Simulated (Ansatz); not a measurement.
# BeAlS3: the cost of one run

Computed with Ansatz 0.2.0 (DFT PBE, scalar-relativistic, plane waves, PAW, unless a step's input says otherwise).

1 further run of the same task is left out (it didn't finish).

## (1) The system as given

The structure is tetragonal, space group P4/mmm (No. 123). Conventional cell: a = 4.135 Å, b = 4.135 Å, c = 5.471 Å, α = 90.00°, β = 90.00°, γ = 90.00°. Around Be (site symmetry 4/mmm) lie 4 S at 2.07 Å. Al (site symmetry 4/mmm) is surrounded by 2 Be at 2.74 Å and 4 S at 2.92 Å. Around S (site symmetry mmm) lie 2 Be at 2.07 Å. S (site symmetry 4/mmm) has 4 Al at 2.92 Å as nearest neighbours.

Structure file:

```
Be Al S
1.0
     4.13477    0.00000    0.00000
     0.00000    4.13477    0.00000
     0.00000    0.00000    5.47065
Be Al S
1 1 3
Direct
  0.00000 0.00000 0.50000
  0.00000 0.00000 0.00000
  0.50000 0.00000 0.50000
  0.00000 0.50000 0.50000
  0.50000 0.50000 0.00000
```

A structure generator made this guess: random cell by space group and Wyckoff sites (P4/mmm, No. 123). Its size is a rough estimate.

## (2) Probe: one point on a coarse mesh

input.yaml reads:

```yaml
crystal:
  lattice:
    - [4.13476914, 0.0, 0.0]
    - [0.0, 4.13476914, 0.0]
    - [0.0, 0.0, 5.47065246]
  atoms:
    - { symbol: Be, position: [0.0, 0.0, 0.5] }
    - { symbol: Al, position: [0.0, 0.0, 0.0] }
    - { symbol: S, position: [0.5, 0.0, 0.5] }
    - { symbol: S, position: [0.0, 0.5, 0.5] }
    - { symbol: S, position: [0.5, 0.5, 0.0] }
basis:
  ecutwfc: 420
kpoints:
  mp_grid: { grid: [4, 4, 4] }
hamiltonian:
  xc: pbe
scf:
  occupations: { method: gaussian, width: 0.1 }
  lower_state_search: "off"
output:
  forces: true
  stress: true
  eigenvalues: true
```

The run is started by

```sh
ansatz run input.yaml --threads 1 --pin off --max-ram 2560MiB --backend cpu --events-out ev --progress --plain --runs-dir out
```

Q: Estimate wall time and peak memory on 1 thread of Intel Xeon Platinum 8259CL at 2.50GHz (Skylake/Cascade Lake), shared host.

About 2.5 s, with a peak of 0.4 GiB.
